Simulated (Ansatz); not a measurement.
# C2H7NSeSi: the cost of one run

All numbers below are computed with Ansatz 0.2.0 (RKS PBE-D4/def2-SVP).

### 1 The system as given

Bond lengths: N1–C2 1.429 Å, C2–C3 1.515 Å, C3–Si4 1.937 Å, C2–Se5 1.965 Å, Si4–Se5 2.289 Å, N1–H6 1.124 Å, N1–H7 1.039 Å, C2–H8 1.115 Å, C3–H9 1.073 Å, C3–H10 1.123 Å, Si4–H11 1.493 Å, Si4–H12 1.413 Å. Angles (14 of 22 angles, heavy atoms first): N1–C2–C3 108.7°, N1–C2–Se5 112.4°, C3–C2–Se5 103.5°, C2–C3–Si4 99.4°, C3–Si4–Se5 80.6°, C2–Se5–Si4 76.5°, N1–C2–H8 114.0°, C3–C2–H8 109.7°, Se5–C2–H8 108.0°, C2–N1–H6 105.5°, C2–N1–H7 110.4°, C2–C3–H9 114.1°, C2–C3–H10 114.9°, Si4–C3–H9 106.3°.

Structure file:

```xyz
12

N    -1.8837   -0.0363    0.0563
C    -0.6523    0.2425   -0.6123
C     0.3375   -0.8561   -0.2839
Si    1.7270    0.2092    0.5454
Se    0.2193    1.8657    0.0715
H    -2.5733    0.8077   -0.2192
H    -1.7697    0.0654    1.0842
H    -0.7488    0.3432   -1.7183
H     0.7832   -1.3155   -1.1446
H    -0.0265   -1.6140    0.4612
H     1.7519   -0.0650    2.0124
H     2.9123    0.2979   -0.2187
```

### 2 Relaxing end A

The input, input.yaml:

```yaml
crystal:
  periodic: [false, false, false]
  atoms:
    - { symbol: "N", position_ang: [-1.8837, -0.0363, 0.0563] }
    - { symbol: C, position_ang: [-0.6523, 0.2425, -0.6123] }
    - { symbol: C, position_ang: [0.3375, -0.8561, -0.2839] }
    - { symbol: Si, position_ang: [1.727, 0.2092, 0.5454] }
    - { symbol: Se, position_ang: [0.2193, 1.8657, 0.0715] }
    - { symbol: H, position_ang: [-2.5733, 0.8077, -0.2192] }
    - { symbol: H, position_ang: [-1.7697, 0.0654, 1.0842] }
    - { symbol: H, position_ang: [-0.7488, 0.3432, -1.7183] }
    - { symbol: H, position_ang: [0.7832, -1.3155, -1.1446] }
    - { symbol: H, position_ang: [-0.0265, -1.614, 0.4612] }
    - { symbol: H, position_ang: [1.7519, -0.065, 2.0124] }
    - { symbol: H, position_ang: [2.9123, 0.2979, -0.2187] }
basis:
  gaussian: { orbitals: def2-SVP }
hamiltonian:
  xc: pbe
  dispersion: d4
relax:
  f_tol: 0.015
  max_steps: 40
```

Run with:

```console
> ansatz run input.yaml --threads 2 --pin off --max-ram 3072MiB --backend cpu --events-out ev --progress --plain --runs-dir out
```

Q: Estimate wall time and peak memory on 2 threads of AMD EPYC 9R45 (Zen 5), shared host.

About 20 s, with a peak of 0.2 GiB.
